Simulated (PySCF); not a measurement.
# Lu: excitation energy in x2c-TZVPPall plus 1 even-tempered diffuse shell per l

Each state of lutetium is computed at each level; their differences give the excitation energy. How far do the methods differ?

Method: unrestricted determinants in a Gaussian basis, no spin-orbit coupling in the energies. Code: PySCF 2.14.0.

### 1 Starting point

| Quantity | Value |
| --- | --- |
| Element | lutetium (Z = 71) |
| Basis | x2c-TZVPPall with one added diffuse shell each of s, p, d type (12s8p8d2f2g, 108 functions) |
| Hamiltonian | the spin-free X2C one-electron Hamiltonian (Gaussian nucleus) |
| State 1 | Lu: [Xe] 4f14 5d2 6s1, high-spin 4F determinant (an excited configuration) |
| Needed too, but not shown | Lu [Xe] 4f14 5d1 6s2 (2D) |
| Methods | UHF, LDA, PBE, PBE0, r2SCAN, M06-2X, PW91, revPBE, MP2 |
| Core shells frozen in the correlated runs | valence: [Kr] 4d10; valence and next inner shell: [Ar] 3d10 (for Lu) |

Outer shells as boxes (Hund's rule):

Lu [Xe] 4f14 5d2 6s1
```
[Xe] core
4f [↑↓][↑↓][↑↓][↑↓][↑↓][↑↓][↑↓]
5d [↑ ][↑ ][  ][  ][  ]
6s [↑ ]
```

The runs were made by one driver on top of PySCF. The scripts below sum up each run's settings (the driver also hands on starting orbitals that pick excited configurations, and frozen orbitals as a list rather than a count), and the logs come from the driver's own runs. The driver starts from symmetry-adapted Hartree-Fock orbitals, holds the occupation by maximum overlap and uses a logarithmic radial grid for functionals, so a plain start would take other cycles.

The integrals over 108 functions and the set-up took 29 s of CPU time.

### 2 Lu [Xe] 4f14 5d2 6s1

#### UHF

Contents of input.py:

```python
from pyscf import gto, scf, dft, mp, cc
import basis_set_exchange as bse
mol = gto.M(atom="Lu 0 0 0", charge=0, spin=3, symmetry="D2h",
            basis=gto.basis.parse(bse.get_basis("x2c-TZVPPall", elements=["Lu"], fmt="nwchem", augment_diffuse=1)),
            nucmod="G")
mf = scf.UHF(mol).sfx2c1e()
mf.irrep_nelec = {'Ag': (11, 9), 'B1g': (3, 2), 'B2g': (2, 2), 'B3g': (2, 2), 'Au': (1, 1), 'B1u': (6, 6), 'B2u': (6, 6), 'B3u': (6, 6)}
mf.kernel()
```

Standard output:

```text
damping factor = 0
level_shift factor = 0
DIIS = <class 'pyscf.scf.diis.CDIIS'>
diis_start_cycle = 1
diis_space = 10
diis_damp = 0
SCF conv_tol = 1e-09
SCF conv_tol_grad = None
number electrons alpha = 37  beta = 34
cycle= 1 E= -14558.2812865971  delta_E= -0.00225  |g|= 0.0162  |ddm|= 0.0477
cycle= 2 E= -14558.2814385979  delta_E= -0.000152  |g|= 0.00517  |ddm|= 0.0155
cycle= 3 E= -14558.2814626938  delta_E= -2.41e-05  |g|= 0.00193  |ddm|= 0.0101
cycle= 4 E= -14558.281464238  delta_E= -1.54e-06  |g|= 0.000755  |ddm|= 0.00243
cycle= 5 E= -14558.2814649048  delta_E= -6.67e-07  |g|= 0.000141  |ddm|= 0.00317
cycle= 6 E= -14558.2814649462  delta_E= -4.15e-08  |g|= 4.45e-05  |ddm|= 0.000951
cycle= 7 E= -14558.2814649553  delta_E= -9.01e-09  |g|= 7.14e-06  |ddm|= 0.000623
cycle= 8 E= -14558.2814649554  delta_E= -1.15e-10  |g|= 9.93e-07  |ddm|= 6.92e-05
converged SCF energy = -14558.2814649554  <S^2> = 3.7554208  2S+1 = 4.0027095
```

CPU time 5.6 s on a shared host, the integrals not counted.

The occupied shells:

```csv
shell,electrons,mean orbital energy (eV),spread (eV),rms radius (bohr)
1s α,1,-63641.1,0,0.0219
1s β,1,-63641.0,0,0.0219
2s α,1,-10965.7,0,0.0884
2s β,1,-10965.6,0,0.0884
2p α,3,-9667.1,0,0.0801
2p β,3,-9667.1,0,0.0801
3s α,1,-2541.9,0,0.227
3s β,1,-2541.9,0,0.227
3p β,3,-2143.4,0,0.228
3p α,3,-2143.4,0,0.228
3d α,5,-1651.1,0.080,0.208
3d β,5,-1651.1,0.024,0.208
4s α,1,-534.15,0,0.509
4s β,1,-534.09,0,0.509
4p α,3,-400.45,0,0.541
4p β,3,-400.44,0,0.541
4d α,5,-220.37,0.209,0.592
4d β,5,-220.32,0.075,0.592
5s α,1,-72.331,0,1.27
5s β,1,-71.331,0,1.27
5p α,3,-38.596,0,1.51
5p β,3,-36.944,0,1.51
4f α,7,-20.862,0.027,0.801
4f β,7,-20.800,0.133,0.801
6s α,1,-6.494,0,4.16
5d α,2,-4.558,0,3.41
```

⟨S²⟩ = 3.755, ⟨L²⟩ = 12.03.

Spin-orbit constants on these orbitals (cm⁻¹; bare nucleus, screened nucleus, mean field): 5d 962.9, 827.3, n/a. To first order in LS coupling the lowest level has J = 3/2 and lies 0.205 eV below the centre of the term.

Spin-orbit coupling, absent here, splits the open shell strongly.

#### LDA

input.py differs from the last one in:

```diff
@@ -5,3 +5,3 @@
             nucmod="G")
-mf = scf.UHF(mol).sfx2c1e()
+mf = dft.UKS(mol, xc="LDA,VWN").sfx2c1e()
 mf.irrep_nelec = {'Ag': (11, 9), 'B1g': (3, 2), 'B2g': (2, 2), 'B3g': (2, 2), 'Au': (1, 1), 'B1u': (6, 6), 'B2u': (6, 6), 'B3u': (6, 6)}
```

Standard output:

```text
damping factor = 0
level_shift factor = 0
DIIS = <class 'pyscf.scf.diis.CDIIS'>
diis_start_cycle = 1
diis_space = 10
diis_damp = 0
SCF conv_tol = 1e-09
SCF conv_tol_grad = None
number electrons alpha = 37  beta = 34
XC functionals = LDA,VWN
    P. A. M. Dirac.,  Math. Proc. Cambridge Philos. Soc. 26, 376 (1930)
    F. Bloch.,  Z. Phys. 57, 545 (1929)
    S. H. Vosko, L. Wilk, and M. Nusair.,  Can. J. Phys. 58, 1200 (1980)
cycle= 1 E= -14553.7460113853  delta_E= -0.015  |g|= 0.576  |ddm|= 0.615
cycle= 2 E= -14553.665319356  delta_E= 0.0807  |g|= 0.932  |ddm|= 0.721
cycle= 3 E= -14553.7866597701  delta_E= -0.121  |g|= 0.0319  |ddm|= 0.553
cycle= 4 E= -14553.7871644999  delta_E= -0.000505  |g|= 0.0171  |ddm|= 0.103
cycle= 5 E= -14553.7872872208  delta_E= -0.000123  |g|= 0.00102  |ddm|= 0.0291
cycle= 6 E= -14553.7872873882  delta_E= -1.67e-07  |g|= 4.46e-05  |ddm|= 0.0011
cycle= 7 E= -14553.7872873903  delta_E= -2.1e-09  |g|= 2.51e-06  |ddm|= 0.000152
cycle= 8 E= -14553.7872873903  delta_E= 1.46e-11  |g|= 8.09e-08  |ddm|= 3.94e-06
converged SCF energy = -14553.7872873903  <S^2> = 3.7508853  2S+1 = 4.0004426
```

It used 4.8 s of CPU time after the integrals (shared host).

#### PBE

input.py differs from the last one in:

```diff
@@ -5,3 +5,3 @@
             nucmod="G")
-mf = dft.UKS(mol, xc="LDA,VWN").sfx2c1e()
+mf = dft.UKS(mol, xc="PBE").sfx2c1e()
 mf.irrep_nelec = {'Ag': (11, 9), 'B1g': (3, 2), 'B2g': (2, 2), 'B3g': (2, 2), 'Au': (1, 1), 'B1u': (6, 6), 'B2u': (6, 6), 'B3u': (6, 6)}
```

Standard output:

```text
damping factor = 0
level_shift factor = 0
DIIS = <class 'pyscf.scf.diis.CDIIS'>
diis_start_cycle = 1
diis_space = 10
diis_damp = 0
SCF conv_tol = 1e-09
SCF conv_tol_grad = None
number electrons alpha = 37  beta = 34
XC functionals = PBE
    J. P. Perdew, K. Burke, and M. Ernzerhof.,  Phys. Rev. Lett. 77, 3865 (1996)
    J. P. Perdew, K. Burke, and M. Ernzerhof.,  Phys. Rev. Lett. 78, 1396 (1997)
    J. P. Perdew, K. Burke, and M. Ernzerhof.,  Phys. Rev. Lett. 77, 3865 (1996)
    J. P. Perdew, K. Burke, and M. Ernzerhof.,  Phys. Rev. Lett. 78, 1396 (1997)
cycle= 1 E= -14563.3597175082  delta_E= -0.0119  |g|= 0.556  |ddm|= 0.557
cycle= 2 E= -14563.2803891996  delta_E= 0.0793  |g|= 0.912  |ddm|= 0.726
cycle= 3 E= -14563.3991252585  delta_E= -0.119  |g|= 0.025  |ddm|= 0.547
cycle= 4 E= -14563.3994379247  delta_E= -0.000313  |g|= 0.0178  |ddm|= 0.0966
cycle= 5 E= -14563.3995823931  delta_E= -0.000144  |g|= 0.00103  |ddm|= 0.0321
cycle= 6 E= -14563.3995825477  delta_E= -1.55e-07  |g|= 4.66e-05  |ddm|= 0.000696
cycle= 7 E= -14563.3995825504  delta_E= -2.72e-09  |g|= 2.95e-06  |ddm|= 0.000194
cycle= 8 E= -14563.3995825504  delta_E= -3.27e-11  |g|= 5.56e-08  |ddm|= 1.05e-05
converged SCF energy = -14563.3995825504  <S^2> = 3.7511569  2S+1 = 4.0005784
```

CPU time 8.5 s on a shared host, the integrals not counted.

#### PBE0

input.py differs from the last one in:

```diff
@@ -5,3 +5,3 @@
             nucmod="G")
-mf = dft.UKS(mol, xc="PBE").sfx2c1e()
+mf = dft.UKS(mol, xc="PBE0").sfx2c1e()
 mf.irrep_nelec = {'Ag': (11, 9), 'B1g': (3, 2), 'B2g': (2, 2), 'B3g': (2, 2), 'Au': (1, 1), 'B1u': (6, 6), 'B2u': (6, 6), 'B3u': (6, 6)}
```

Standard output:

```text
damping factor = 0
level_shift factor = 0
DIIS = <class 'pyscf.scf.diis.CDIIS'>
diis_start_cycle = 1
diis_space = 10
diis_damp = 0
SCF conv_tol = 1e-09
SCF conv_tol_grad = None
number electrons alpha = 37  beta = 34
XC functionals = PBE0
    C. Adamo and V. Barone.,  J. Chem. Phys. 110, 6158 (1999)
    M. Ernzerhof and G. E. Scuseria.,  J. Chem. Phys. 110, 5029 (1999)
cycle= 1 E= -14563.1411006783  delta_E= -0.0183  |g|= 0.299  |ddm|= 0.388
cycle= 2 E= -14563.129424699  delta_E= 0.0117  |g|= 0.41  |ddm|= 0.356
cycle= 3 E= -14563.1513808643  delta_E= -0.022  |g|= 0.0136  |ddm|= 0.222
cycle= 4 E= -14563.151430652  delta_E= -4.98e-05  |g|= 0.00217  |ddm|= 0.024
cycle= 5 E= -14563.1514320821  delta_E= -1.43e-06  |g|= 0.000368  |ddm|= 0.00212
cycle= 6 E= -14563.1514321167  delta_E= -3.46e-08  |g|= 4.1e-05  |ddm|= 0.00116
cycle= 7 E= -14563.151432117  delta_E= -2.78e-10  |g|= 2.57e-06  |ddm|= 9.2e-05
converged SCF energy = -14563.151432117  <S^2> = 3.7517662  2S+1 = 4.000883
```

CPU time 9.6 s on a shared host, the integrals not counted.

#### r2SCAN

input.py differs from the last one in:

```diff
@@ -5,3 +5,3 @@
             nucmod="G")
-mf = dft.UKS(mol, xc="PBE0").sfx2c1e()
+mf = dft.UKS(mol, xc="R2SCAN").sfx2c1e()
 mf.irrep_nelec = {'Ag': (11, 9), 'B1g': (3, 2), 'B2g': (2, 2), 'B3g': (2, 2), 'Au': (1, 1), 'B1u': (6, 6), 'B2u': (6, 6), 'B3u': (6, 6)}
```

Standard output:

```text
damping factor = 0
level_shift factor = 0
DIIS = <class 'pyscf.scf.diis.CDIIS'>
diis_start_cycle = 1
diis_space = 10
diis_damp = 0
SCF conv_tol = 1e-09
SCF conv_tol_grad = None
number electrons alpha = 37  beta = 34
XC functionals = R2SCAN
    J. W. Furness, A. D. Kaplan, J. Ning, J. P. Perdew, and J. Sun.,  J. Phys. Chem. Lett. 11, 8208-8215 (2020)
    J. W. Furness, A. D. Kaplan, J. Ning, J. P. Perdew, and J. Sun.,  J. Phys. Chem. Lett. 11, 9248-9248 (2020)
    J. W. Furness, A. D. Kaplan, J. Ning, J. P. Perdew, and J. Sun.,  J. Phys. Chem. Lett. 11, 8208-8215 (2020)
    J. W. Furness, A. D. Kaplan, J. Ning, J. P. Perdew, and J. Sun.,  J. Phys. Chem. Lett. 11, 9248-9248 (2020)
cycle= 1 E= -14563.4839239553  delta_E= -0.0188  |g|= 0.42  |ddm|= 0.485
cycle= 2 E= -14563.4495835067  delta_E= 0.0343  |g|= 0.641  |ddm|= 0.48
cycle= 3 E= -14563.5047151756  delta_E= -0.0551  |g|= 0.0248  |ddm|= 0.352
cycle= 4 E= -14563.5049775339  delta_E= -0.000262  |g|= 0.0063  |ddm|= 0.0518
cycle= 5 E= -14563.5049880588  delta_E= -1.05e-05  |g|= 0.000418  |ddm|= 0.00648
cycle= 6 E= -14563.5049880825  delta_E= -2.38e-08  |g|= 1.29e-05  |ddm|= 0.000232
cycle= 7 E= -14563.5049880826  delta_E= -9.64e-11  |g|= 1.07e-06  |ddm|= 3.97e-05
converged SCF energy = -14563.5049880826  <S^2> = 3.7528848  2S+1 = 4.0014421
```

CPU time 15 s on a shared host, the integrals not counted.

#### M06-2X

input.py differs from the last one in:

```diff
@@ -5,3 +5,3 @@
             nucmod="G")
-mf = dft.UKS(mol, xc="R2SCAN").sfx2c1e()
+mf = dft.UKS(mol, xc="M062X").sfx2c1e()
 mf.irrep_nelec = {'Ag': (11, 9), 'B1g': (3, 2), 'B2g': (2, 2), 'B3g': (2, 2), 'Au': (1, 1), 'B1u': (6, 6), 'B2u': (6, 6), 'B3u': (6, 6)}
```

Standard output:

```text
damping factor = 0
level_shift factor = 0
DIIS = <class 'pyscf.scf.diis.CDIIS'>
diis_start_cycle = 1
diis_space = 10
diis_damp = 0
SCF conv_tol = 1e-09
SCF conv_tol_grad = None
number electrons alpha = 37  beta = 34
XC functionals = M062X
    Y. Zhao and D. G. Truhlar.,  Theor. Chem. Acc. 120, 215 (2008)
    Y. Zhao and D. G. Truhlar.,  Theor. Chem. Acc. 120, 215 (2008)
cycle= 1 E= -14564.7507117764  delta_E= -0.0347  |g|= 0.142  |ddm|= 0.397
cycle= 2 E= -14564.7503701989  delta_E= 0.000342  |g|= 0.141  |ddm|= 0.162
cycle= 3 E= -14564.7525776365  delta_E= -0.00221  |g|= 0.018  |ddm|= 0.0696
cycle= 4 E= -14564.7526343706  delta_E= -5.67e-05  |g|= 0.00236  |ddm|= 0.0279
cycle= 5 E= -14564.7526369437  delta_E= -2.57e-06  |g|= 0.000267  |ddm|= 0.00758
cycle= 6 E= -14564.7526371271  delta_E= -1.83e-07  |g|= 4.06e-05  |ddm|= 0.00405
cycle= 7 E= -14564.7526371305  delta_E= -3.41e-09  |g|= 2.93e-06  |ddm|= 0.000624
cycle= 8 E= -14564.7526371305  delta_E= -2.73e-11  |g|= 7.07e-07  |ddm|= 3.76e-05
converged SCF energy = -14564.7526371305  <S^2> = 3.7515062  2S+1 = 4.000753
```

CPU time 20 s on a shared host, the integrals not counted.

#### PW91

input.py differs from the last one in:

```diff
@@ -5,3 +5,3 @@
             nucmod="G")
-mf = dft.UKS(mol, xc="M062X").sfx2c1e()
+mf = dft.UKS(mol, xc="PW91,PW91").sfx2c1e()
 mf.irrep_nelec = {'Ag': (11, 9), 'B1g': (3, 2), 'B2g': (2, 2), 'B3g': (2, 2), 'Au': (1, 1), 'B1u': (6, 6), 'B2u': (6, 6), 'B3u': (6, 6)}
```

Standard output:

```text
damping factor = 0
level_shift factor = 0
DIIS = <class 'pyscf.scf.diis.CDIIS'>
diis_start_cycle = 1
diis_space = 10
diis_damp = 0
SCF conv_tol = 1e-09
SCF conv_tol_grad = None
number electrons alpha = 37  beta = 34
XC functionals = PW91,PW91
    J. P. Perdew. In P. Ziesche and H. Eschrig, editors, Proceedings of the 75. WE-Heraeus-Seminar and 21st Annual International Symposium on Electronic Structure of Solids, 11. Berlin, 1991. Akademie Verlag.
    J. P. Perdew, J. A. Chevary, S. H. Vosko, K. A. Jackson, M. R. Pederson, D. J. Singh, and C. Fiolhais.,  Phys. Rev. B 46, 6671 (1992)
    J. P. Perdew, J. A. Chevary, S. H. Vosko, K. A. Jackson, M. R. Pederson, D. J. Singh, and C. Fiolhais.,  Phys. Rev. B 48, 4978 (1993)
    J. P. Perdew. In P. Ziesche and H. Eschrig, editors, Proceedings of the 75. WE-Heraeus-Seminar and 21st Annual International Symposium on Electronic Structure of Solids, 11. Berlin, 1991. Akademie Verlag.
    J. P. Perdew, J. A. Chevary, S. H. Vosko, K. A. Jackson, M. R. Pederson, D. J. Singh, and C. Fiolhais.,  Phys. Rev. B 46, 6671 (1992)
    J. P. Perdew, J. A. Chevary, S. H. Vosko, K. A. Jackson, M. R. Pederson, D. J. Singh, and C. Fiolhais.,  Phys. Rev. B 48, 4978 (1993)
cycle= 1 E= -14564.8983388266  delta_E= -0.0147  |g|= 0.537  |ddm|= 0.582
cycle= 2 E= -14564.8244409065  delta_E= 0.0739  |g|= 0.883  |ddm|= 0.695
cycle= 3 E= -14564.9350797719  delta_E= -0.111  |g|= 0.0246  |ddm|= 0.524
cycle= 4 E= -14564.9354181469  delta_E= -0.000338  |g|= 0.018  |ddm|= 0.0968
cycle= 5 E= -14564.9355639826  delta_E= -0.000146  |g|= 0.000942  |ddm|= 0.0314
cycle= 6 E= -14564.9355641215  delta_E= -1.39e-07  |g|= 3.82e-05  |ddm|= 0.000794
cycle= 7 E= -14564.9355641236  delta_E= -2.08e-09  |g|= 3.66e-06  |ddm|= 0.000177
cycle= 8 E= -14564.9355641236  delta_E= -1.82e-12  |g|= 1.62e-07  |ddm|= 1.44e-05
converged SCF energy = -14564.9355641236  <S^2> = 3.7511892  2S+1 = 4.0005946
```

CPU time 9.3 s on a shared host, the integrals not counted.

#### revPBE

input.py differs from the last one in:

```diff
@@ -5,3 +5,3 @@
             nucmod="G")
-mf = dft.UKS(mol, xc="PW91,PW91").sfx2c1e()
+mf = dft.UKS(mol, xc="PBE_R,PBE").sfx2c1e()
 mf.irrep_nelec = {'Ag': (11, 9), 'B1g': (3, 2), 'B2g': (2, 2), 'B3g': (2, 2), 'Au': (1, 1), 'B1u': (6, 6), 'B2u': (6, 6), 'B3u': (6, 6)}
```

Standard output:

```text
damping factor = 0
level_shift factor = 0
DIIS = <class 'pyscf.scf.diis.CDIIS'>
diis_start_cycle = 1
diis_space = 10
diis_damp = 0
SCF conv_tol = 1e-09
SCF conv_tol_grad = None
number electrons alpha = 37  beta = 34
XC functionals = PBE_R,PBE
    Y. Zhang and W. Yang.,  Phys. Rev. Lett. 80, 890 (1998)
    J. P. Perdew, K. Burke, and M. Ernzerhof.,  Phys. Rev. Lett. 77, 3865 (1996)
    J. P. Perdew, K. Burke, and M. Ernzerhof.,  Phys. Rev. Lett. 78, 1396 (1997)
cycle= 1 E= -14563.7654725807  delta_E= -0.013  |g|= 0.547  |ddm|= 0.549
cycle= 2 E= -14563.6890865379  delta_E= 0.0764  |g|= 0.896  |ddm|= 0.714
cycle= 3 E= -14563.8035760843  delta_E= -0.114  |g|= 0.0246  |ddm|= 0.535
cycle= 4 E= -14563.8038854167  delta_E= -0.000309  |g|= 0.0174  |ddm|= 0.0928
cycle= 5 E= -14563.8040218263  delta_E= -0.000136  |g|= 0.000974  |ddm|= 0.0303
cycle= 6 E= -14563.8040219659  delta_E= -1.4e-07  |g|= 4.28e-05  |ddm|= 0.000648
cycle= 7 E= -14563.8040219683  delta_E= -2.39e-09  |g|= 3.78e-06  |ddm|= 0.00019
cycle= 8 E= -14563.8040219683  delta_E= -3.27e-11  |g|= 8.88e-08  |ddm|= 1.37e-05
converged SCF energy = -14563.8040219683  <S^2> = 3.7513092  2S+1 = 4.0006546
```

CPU time 8.6 s on a shared host, the integrals not counted.

#### MP2 (valence)

input.py differs from the last one in:

```diff
@@ -5,4 +5,5 @@
             nucmod="G")
-mf = dft.UKS(mol, xc="PBE_R,PBE").sfx2c1e()
+mf = scf.UHF(mol).sfx2c1e()
 mf.irrep_nelec = {'Ag': (11, 9), 'B1g': (3, 2), 'B2g': (2, 2), 'B3g': (2, 2), 'Au': (1, 1), 'B1u': (6, 6), 'B2u': (6, 6), 'B3u': (6, 6)}
 mf.kernel()
+mp.UMP2(mf, frozen=23).kernel()
```

No log was kept for this step.

It used 3 s of CPU time after the integrals (shared host).

With 25 electrons correlated, the MP2 correlation energy is -0.77064 hartree (-0.30519 same spin, -0.46544 opposite spin); the SCS form gives -0.66026. Largest pairs of shells: 4f-4f -0.3087, 4f-5p -0.2150, 5p-5p -0.0981, 5p-5d -0.0346, 4f-5s -0.0336.

### 3 Lu [Xe] 4f14 5d2 6s1, continued

#### MP2 (valence and next inner shell)

input.py, as its differences from that of step 2:

```diff
@@ -8,2 +8,2 @@
 mf.kernel()
-mp.UMP2(mf, frozen=23).kernel()
+mp.UMP2(mf, frozen=14).kernel()
```

No log was kept for this step.

It used 3.8 s of CPU time after the integrals (shared host).

With 43 electrons correlated, the MP2 correlation energy is -1.04045 hartree (-0.40655 same spin, -0.63390 opposite spin); the SCS form gives -0.89620. Largest pairs of shells: 4f-4f -0.3087, 4f-5p -0.2150, 5p-5p -0.0981, 4d-4d -0.0837, 4d-4f -0.0709.

Radial density 4πr²ρ of Lu at UHF, without picture-change correction:

```csv
r (bohr),density,spin density
0.000373,2.55,0.000
0.000627,5.36,0.000
0.00105,11.0,0.000
0.00177,21.7,0.001
0.00298,40.2,0.001
0.00502,66.8,0.002
0.00844,92.5,0.002
0.0142,97.6,0.000
0.0239,84.7,-0.003
0.0402,107,-0.001
0.0676,126,0.017
0.114,98.5,0.035
0.191,110,-0.006
0.322,56.4,0.002
0.541,60.5,-0.015
0.910,19.9,0.069
1.53,7.60,0.584
2.57,1.42,0.881
4.33,0.513,0.511
7.28,0.0495,0.049
12.3,0.000632,0.001
```

### 4 Differences of total energies

Excitation energy: Lu [Xe] 4f14 5d1 6s2 (2D) → Lu [Xe] 4f14 5d2 6s1 (4F).

```csv
method,value (eV),error (eV)
UHF,1.692,-0.667
LDA,2.075,-0.284
PBE,1.929,-0.430
PBE0,1.909,-0.450
r2SCAN,1.615,-0.744
M06-2X,2.665,+0.306
PW91,1.907,-0.452
revPBE,1.862,-0.497
MP2 (valence),2.396,+0.037
SCS-MP2 (valence),2.599,+0.240
MP2 (valence and next inner shell),2.386,+0.027
SCS-MP2 (valence and next inner shell),2.590,+0.231
```

Reference: 2.359 eV (measured; NIST levels, between the centres of gravity of the two terms). Errors of the correlated levels include the incompleteness of this basis.

The differences also use runs on Lu [Xe] 4f14 5d1 6s2 (2D), which are not shown here.

### 5 Results

```
                                 quantity                                                                    value
excitation energy, Lu → [Xe] 4f14 5d2 6s1  UHF 1.692, MP2 (valence and next inner shell) 2.386 eV; reference 2.359
```

Accuracy by level (over 1 difference):

```csv
method,mean absolute miss against the measured value (with the measured fine structure taken into account where it is known) (eV)
UHF,0.667
LDA,0.284
PBE,0.430
PBE0,0.450
r2SCAN,0.744
M06-2X,0.306
PW91,0.452
revPBE,0.497
MP2 (valence),0.037
SCS-MP2 (valence),0.240
MP2 (valence and next inner shell),0.027
SCS-MP2 (valence and next inner shell),0.231
```

What this shows: MP2 (valence and next inner shell) lands nearest to the measured value (off by 0.03 eV), level with MP2 (valence); r2SCAN misses by most (0.74 eV). In a finite basis a lower level can come nearest by cancelling errors. PBE is off by -0.43 eV. All values hold for this basis alone; no basis-set limit was taken.
